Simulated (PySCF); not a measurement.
# MoH₂: structure of the triplet

The task is one start of a wider search on MoH₂: the triplet, from a linear start. It is relaxed, tested by its Hessian and followed downhill if it is a saddle.

Program: PySCF 2.14.0. Level of theory: PBE0, basis Mo def2-TZVP with ECP28, H def2-TZVP, scalar-relativistic core potentials, no spin–orbit coupling, density fitting. These are calculated values, not measurements.

### 1 The starting structure

3 atoms, charge 0, spin multiplicity 3.

Bond lengths: Mo1–H2 1.700 Å, Mo1–H3 1.700 Å. Angles: H2–Mo1–H3 180.0°.

```xyz
3
charge 0 multiplicity 3
Mo    0.0000    0.0000    0.0000
H     0.0000    0.0000    1.7000
H     0.0000    0.0000   -1.7000
```

### 2 Relaxing the triplet from the linear start

The steps below are one call of a driver around PySCF. For each, scf.py gives the equivalent set-up of the SCF; relaxations use the driver's own optimiser. Before each start the driver seeks the lowest SCF state from one or more starting densities and follows internal instabilities, so scf.py alone need not reach the same state.

The program finds D∞h symmetry in the start, which this walk keeps.

scf.py reads:

```python
from pyscf import gto, scf, dft
mol = gto.M(atom='''
Mo     0.000000     0.000000     0.000000
H      0.000000     0.000000     1.700000
H      0.000000     0.000000    -1.700000''',
    basis={'Mo': 'def2-TZVP', 'H': 'def2-TZVP'},
    ecp={'Mo': 'def2-TZVP'},
    charge=0, spin=2)
mf = dft.UKS(mol, xc='PBE0')
mf.grids.atom_grid = (50, 194)
aux = {'Mo': 'def2-universal-JKFIT', 'H': 'def2-universal-JKFIT'}
mf = mf.density_fit(auxbasis=aux)
mf.kernel()
```

Energy and gradient, step by step:

```
step  energy (Eh)  change (kJ/mol)  largest symmetric gradient (Eh/bohr)
   0   -69.183564             0.00                               0.03540
   1   -69.189742           -16.22                               0.01504
   2   -69.191342           -20.42                               0.00301
   3   -69.191417           -20.62                               0.00032
   4   -69.191418           -20.62                               0.00001
```

The walk needed 2.7 s of wall time on 4 threads, shared host.

Geometry (Å) and forces (eV/Å) at some steps:

```
step 0
Mo   0.000   0.000   0.000   0.000   0.000   0.000
H    0.000   0.000   1.700   0.000   0.000   1.820
H    0.000   0.000  -1.700   0.000   0.000  -1.820
step 1
Mo   0.000   0.000   0.000   0.000   0.000   0.000
H    0.000   0.000   1.766   0.000   0.000   0.773
H    0.000   0.000  -1.766   0.000   0.000  -0.773
step 2
Mo   0.000   0.000   0.000   0.000   0.000   0.000
H    0.000   0.000   1.814   0.000   0.000   0.155
H    0.000   0.000  -1.814   0.000   0.000  -0.155
step 3
Mo   0.000   0.000   0.000   0.000   0.000   0.000
H    0.000   0.000   1.826   0.000   0.000   0.017
H    0.000   0.000  -1.826   0.000   0.000  -0.017
step 4
Mo   0.000   0.000   0.000   0.000   0.000   0.000
H    0.000   0.000   1.827   0.000   0.000   0.000
H    0.000   0.000  -1.827   0.000   0.000   0.000
```

After 4 steps and 20.6 kJ/mol it ends at D∞h: Mo–H 1.827 Å (×2); H–Mo–H 180.0°.

### 3 Hessian and properties

On the finer grid the gradient is checked again; gradients at displacements of ±0.01 bohr then give force constants and infrared intensities.

Changes to scf.py since step 2:

```diff
@@ -3,3 +3,3 @@
-Mo     0.000000     0.000000     0.000000
-H      0.000000     0.000000     1.700000
-H      0.000000     0.000000    -1.700000''',
+Mo    -0.000000     0.000000    -0.000000
+H      0.000000     0.000000     1.827109
+H     -0.000000     0.000000    -1.827109''',
@@ -10 +10 @@
-mf.grids.atom_grid = (50, 194)
+mf.grids.atom_grid = (75, 302)
```

The driver hands on the density of the step before, so the log starts near convergence.

SCF at the final geometry:

```text
init E= -69.1914123839612
[... the frontier-level lines of each cycle are left out ...]
cycle= 1 E= -69.1914123842838  delta_E= -3.23e-10  |g|= 5.49e-06  |ddm|= 3.16e-05
cycle= 2 E= -69.1914123846001  delta_E= -3.16e-10  |g|= 5.42e-06  |ddm|= 3.12e-05
cycle= 3 E= -69.1914123848486  delta_E= -2.48e-10  |g|= 5.4e-06  |ddm|= 2.46e-05
cycle= 4 E= -69.1914123888868  delta_E= -4.04e-09  |g|= 5.1e-06  |ddm|= 0.000424
cycle= 5 E= -69.1914123902226  delta_E= -1.34e-09  |g|= 4.98e-06  |ddm|= 0.00015
cycle= 6 E= -69.191412391001  delta_E= -7.78e-10  |g|= 4.94e-06  |ddm|= 8.67e-05
cycle= 7 E= -69.1914124003059  delta_E= -9.3e-09  |g|= 4.17e-06  |ddm|= 0.00111
cycle= 8 E= -69.1914124057591  delta_E= -5.45e-09  |g|= 3.7e-06  |ddm|= 0.000779
cycle= 9 E= -69.1914124156721  delta_E= -9.91e-09  |g|= 2.64e-06  |ddm|= 0.00193
cycle= 10 E= -69.1914124175482  delta_E= -1.88e-09  |g|= 2.29e-06  |ddm|= 0.000541
cycle= 11 E= -69.191412420835  delta_E= -3.29e-09  |g|= 1.01e-06  |ddm|= 0.00164
cycle= 12 E= -69.1914124210398  delta_E= -2.05e-10  |g|= 8.33e-07  |ddm|= 0.000307
cycle= 13 E= -69.1914124210803  delta_E= -4.04e-11  |g|= 7.32e-07  |ddm|= 8.84e-05
Extra cycle  E= -69.1914124210853  delta_E= -5e-12  |g|= 6.74e-07  |ddm|= 3.98e-06
converged SCF energy = -69.1914124210853  <S^2> = 2.998685  2S+1 = 3.6048218
```

The whole step took 8.4 s.

Geometry: D∞h; Mo–H 1.827 Å (×2); H–Mo–H 180.0°.

Harmonic modes (main isotopes):

```csv
ω (cm⁻¹),IR (km/mol)
799i,979
405i,320
1393,2380
1741,0.0
```

With 2 modes imaginary (up to 799i cm⁻¹) this point is a saddle.

The SCF density has lower symmetry than the nuclear frame, so the modes carry no labels; pairs that should be degenerate can split.

Constants and moments:

- Dipole moment: 0.00 D
- Highest occupied level: -6.39 eV
- Lowest empty level: -4.06 eV
- Rotational constants: 2.505 cm⁻¹
- Zero-point energy (real modes): 18.7 kJ/mol
- Principal polarisabilities: 29.2, 36.4, 73.3 bohr³
- Atomisation energy without zero-point energy: 223 kJ/mol
- Principal traceless quadrupole moments about the centre of mass: -15.30, 6.96, 8.34 D Å
- Spin squared ⟨S²⟩: 2.999

Populations by atom (charges in e):

```json
{"atom": "Mo1", "Mulliken": "0.39", "Löwdin": "0.35", "polar tensor": "1.37", "spin (Mulliken)": "2.11", "Mayer order to Mo1": "–"}
{"atom": "H2,3", "Mulliken": "-0.20", "Löwdin": "-0.18", "polar tensor": "-0.68", "spin (Mulliken)": "-0.05", "Mayer order to Mo1": "0.89"}
```

Mulliken populations on Mo1 (outside its core potential): s 2.51, p 6.52, d 4.57, f 0.01.

### 4 Following the imaginary mode

The atoms are moved a little along the softest imaginary mode and relaxed again.

The program finds Cs symmetry in the start, which this walk keeps.

Changes to scf.py since step 3:

```diff
@@ -3,3 +3,3 @@
-Mo    -0.000000     0.000000    -0.000000
-H      0.000000     0.000000     1.827109
-H     -0.000000     0.000000    -1.827109''',
+Mo    -0.001465    -0.001965    -0.000310
+H      0.071180     0.095431     1.842159
+H      0.071180     0.095431    -1.812060''',
@@ -10 +10 @@
-mf.grids.atom_grid = (75, 302)
+mf.grids.atom_grid = (50, 194)
```

Energy and gradient, step by step:

```
step  energy (Eh)  change (kJ/mol)  largest symmetric gradient (Eh/bohr)
   0   -69.192930             0.00                               0.01142
   1   -69.202017           -23.86                               0.03063
   2   -69.221865           -75.97                               0.03008
   3   -69.232161          -103.00                               0.02832
   4   -69.241154          -126.61                               0.01571
   5   -69.243839          -133.66                               0.00589
   6   -69.244089          -134.32                               0.00140
   7   -69.244101          -134.35                               0.00064
   8   -69.244103          -134.35                               0.00010
```

The walk took 6.3 s.

End point (C2v, 8 steps, 134.4 kJ/mol gained): Mo–H 1.694 Å (×2); H–Mo–H 112.2°.

### 5 Frequencies

The same treatment as at the point before.

Changes to scf.py since step 4:

```diff
@@ -3,3 +3,3 @@
-Mo    -0.001465    -0.001965    -0.000310
-H      0.071180     0.095431     1.842159
-H      0.071180     0.095431    -1.812060''',
+Mo    -0.011403    -0.015289    -0.000049
+H      0.551728     0.739703     1.408299
+H      0.556061     0.745513    -1.403523''',
@@ -10 +10 @@
-mf.grids.atom_grid = (50, 194)
+mf.grids.atom_grid = (75, 302)
```

SCF at the final geometry:

```text
init E= -69.2440957836851
[... the frontier-level lines of each cycle are left out ...]
cycle= 1 E= -69.2440957836823  delta_E= 2.73e-12  |g|= 3.08e-06  |ddm|= 4.72e-06
Extra cycle  E= -69.2440957836745  delta_E= 7.84e-12  |g|= 4.98e-06  |ddm|= 7.48e-06
converged SCF energy = -69.2440957836745  <S^2> = 3.0089156  2S+1 = 3.6104934
```

The whole step took 7 s.

Geometry: C2v; Mo–H 1.694 Å (×2); H–Mo–H 112.2°.

Modes, for the most abundant isotopes:

```json
{"symmetry": "a1", "ω (cm⁻¹)": "664", "IR (km/mol)": "99.6", "μ (u)": "1.02"}
{"symmetry": "b2", "ω (cm⁻¹)": "1874", "IR (km/mol)": "364", "μ (u)": "1.02"}
{"symmetry": "a1", "ω (cm⁻¹)": "1883", "IR (km/mol)": "105", "μ (u)": "1.01"}
```

All wavenumbers are real: a minimum.

Constants and moments:

| Quantity | Value |
| --- | --- |
| Dipole moment | 2.61 D |
| Highest occupied level | -5.66 eV |
| Lowest empty level | -2.22 eV |
| Rotational constants | 9.548, 4.231, 2.932 cm⁻¹ |
| Zero-point energy | 26.4 kJ/mol |
| Principal polarisabilities | 52.5, 53.8, 55.0 bohr³ |
| Atomisation energy without zero-point energy | 361 kJ/mol |
| Principal traceless quadrupole moments about the centre of mass | -2.09, 0.42, 1.67 D Å |
| Entropy at 298.15 K and 1 bar (electronic part: spin only) | 235.0 J/(mol K) |
| Heat capacity Cp at 298.15 K | 37.2 J/(mol K) |
| Enthalpy at 298.15 K above 0 K | 10.26 kJ/mol |
| Rotational symmetry number | 2 |
| Spin squared ⟨S²⟩ | 3.009 |

Populations by atom (charges in e):

```json
{"atom": "Mo1", "Mulliken": "0.23", "Löwdin": "0.17", "polar tensor": "0.70", "spin (Mulliken)": "2.18", "Mayer order to Mo1": "–"}
{"atom": "H2,3", "Mulliken": "-0.12", "Löwdin": "-0.09", "polar tensor": "-0.35", "spin (Mulliken)": "-0.09", "Mayer order to Mo1": "0.98"}
```

Mulliken populations on Mo1 (outside its core potential): s 2.85, p 6.15, d 4.77, f 0.01.

### 6 All stationary points

| spin | group | bonds | imaginary modes (cm⁻¹) | ΔE (kJ/mol) | with zero-point energy |
| --- | --- | --- | --- | --- | --- |
| broken-symmetry (Ms = 1) | C2v | Mo–H 1.694 Å (×2) | none | 0.0 | 0.0 |
| broken-symmetry (Ms = 1) | D∞h (density of lower symmetry) | Mo–H 1.827 Å (×2) | 799i, 405i | 138.3 | – |

### 7 Results

| quantity | value |
| --- | --- |
| minimum | broken-symmetry (Ms = 1), C2v |
| geometry | Mo–H 1.694 Å (×2); H–Mo–H 112.2° |
| wavenumbers (cm⁻¹) | 664 (a1), 1874 (b2), 1883 (a1) |
| dipole moment | 2.61 D |
| highest occupied, lowest empty level (either spin) | -5.66, -2.22 eV |
| polar-tensor charge of Mo1 | +0.70 e |
| zero-point energy | 26.4 kJ/mol |
| entropy at 298.15 K | 235.0 J/(mol K) |
| atomisation energy (no zero-point energy) | 361 kJ/mol |
| ⟨S²⟩ | 3.009 |

The linear start (D∞h) ends in a minimum of C2v symmetry, after a stop at a second-order saddle point 138.3 kJ/mol higher, from which it was pushed off along an imaginary mode. The determinant is spin-contaminated (⟨S²⟩ = 3.01 against 2.00), so it is no pure spin state. In the infrared the band at 1874 cm⁻¹ (b2, stretch) leads. Other starts or spin states, not run here, may lie lower. One determinant may miss the lowest occupation of an open d or f shell.

The search up to here needed 29 s of wall time on 4 threads, shared host.
